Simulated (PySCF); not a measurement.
# CHBr (Monobromomethylene): the cost of one run

Programs: PySCF 2.14.0, with routines of our own; each step states its level. All values are computed. Atoms count from 0.

1 further run of the same task is left out (for a basis unfit for spin-orbit shieldings).

### 1 The system as given

3 atoms, charge 0, multiplicity 1; geometry from: GFN2-xTB.

### 2 Relaxing the molecule at PBE0-D3(BJ)/def2-SVP

The job: settings as JSON, then the geometry in Å.

```
{"job": {"xc": "PBE0", "basis": "def2-SVP", "d3": "d3bj", "grid": 1, "maxiter": 30, "shake": 0.01, "kind": "geom"}, "charge": 0, "multiplicity": 1}
C     -0.309710     0.475500     0.001410
Br     1.355510    -0.145320    -0.013210
H     -1.039790    -0.365120    -0.007380
```

Started as:

```bash
$ OMP_NUM_THREADS=1 python heavy_run.py task.json out
```

One launch serves the whole session: the jobs run in the order shown.

**Question.** How long does this run take on 1 thread of Arm Neoverse N1, shared host?

About 3.9 s.
